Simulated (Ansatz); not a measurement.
**C₂HFI₂: up Jacob's ladder to CCSD(T)**

One table from this session's results is given with a row withheld; the runs are named, their logs left out.

Method: functionals in def2-TZVPP, the program's frozen cores in correlated methods; program: Ansatz 0.2.0, Gaussian basis.

The runs, in order: LDA (SPW92), PBE-D4, revPBE-D4, BLYP-D4, r2SCAN-D4, B97M-V, PBE0-D4, B3LYP-D4, r2SCANh-D4, r2SCAN0-D4, HSE06-D4, BHLYP-D4, CAM-B3LYP-D4, LC-ωPBE, ωB97X-V, ωB97M-V, B2PLYP, PBE-QIDH; CCSD(T)/def2-SVP; CCSD(T)/def2-TZVPP; MP2/def2-QZVPP; extrapolation to the limit; RPA on PBE.

### Structure used throughout

An earlier PBE0-D4 in a triple-zeta def2 set relaxation fixed the geometry. I takes the def2 core potential; no spin-orbit term is included.

SMILES `FC=C(I)I`, 6 atoms, charge 0, spin multiplicity 1.

Atoms are counted from 1 here; the program's logs count them from 0.

Bond lengths: F1–C2 1.328 Å, C2–C3 1.325 Å, C2–H6 1.084 Å, C3–I4 2.067 Å, C3–I5 2.072 Å. Angles: F1–C2–C3 122.5°, F1–C2–H6 113.4°, C3–C2–H6 124.2°, C2–C3–I4 121.7°, C2–C3–I5 118.9°, I4–C3–I5 119.4°.

Set-up of the first run:

File in.yaml:

```yaml
crystal:
  periodic: [false, false, false]
  atoms:
    - {symbol: F, position_ang: [0.093532, -1.290470, 1.336119]}
    - {symbol: C, position_ang: [0.206853, -0.103759, 0.751750]}
    - {symbol: C, position_ang: [-0.116263, 0.097583, -0.517752]}
    - {symbol: I, position_ang: [-0.831452, -1.430060, -1.711622]}
    - {symbol: I, position_ang: [0.104344, 1.996021, -1.318231]}
    - {symbol: H, position_ang: [0.584987, 0.666684, 1.413536]}
basis:
  gaussian: {orbitals: def2-TZVPP}
hamiltonian: {xc: lda}
output: {orbitals: {seedname: orbitals}}
```

Launch:

```bash
> ansatz run in.yaml --threads 4 --pin off --events-out ev --progress --plain --max-ram 10444MiB
```

Among the steps run: LDA; PBE-D4 (GGA); revPBE-D4 (GGA); BLYP-D4 (GGA); r2SCAN-D4 (meta-GGA); B97M-V (meta-GGA); B3LYP-D4 (hybrid); r2SCANh-D4 (hybrid); r2SCAN0-D4 (hybrid); HSE06-D4 (hybrid); BHLYP-D4 (hybrid); CAM-B3LYP-D4 (range-separated); LC-ωPBE (range-separated); ωB97X-V (range-separated); ωB97M-V (range-separated); B2PLYP (double hybrid); PBE-QIDH (double hybrid).

One of the session's tables, all rows but one given; the rest of the session is left out.

It belongs to the step «Orbital energies across the functionals». 

```
  functional  HOMO (eV)  LUMO (eV)  gap (eV)
 LDA (SPW92)      -6.13      -2.82      3.31
      PBE-D4      -5.94      -2.62      3.32
   revPBE-D4      -5.88      -2.54      3.34
     BLYP-D4      -5.78      -2.51      3.27
   r2SCAN-D4      -6.18      -2.51      3.67
      B97M-V      -6.19      -2.40      3.80
     PBE0-D4      -7.05      -1.76      5.29
    B3LYP-D4      -6.83      -1.99      4.84
  r2SCANh-D4      -6.59      -2.19      4.40
  r2SCAN0-D4      -7.21      -1.71      5.50
    HSE06-D4      -6.66      -2.14      4.52
    BHLYP-D4      -8.00      -0.82      7.18
CAM-B3LYP-D4      -8.29      -0.68      7.61
     LC-ωPBE          ?          ?         ?
     ωB97X-V      -9.24       0.38      9.62
     ωB97M-V      -9.13       0.24      9.38
```

Q: Estimate the row for LC-ωPBE from the others.

The run gave: HOMO (eV): -9.58; LUMO (eV): 0.52; gap (eV): 10.11. In the column «HOMO (eV)» it is the lowest.
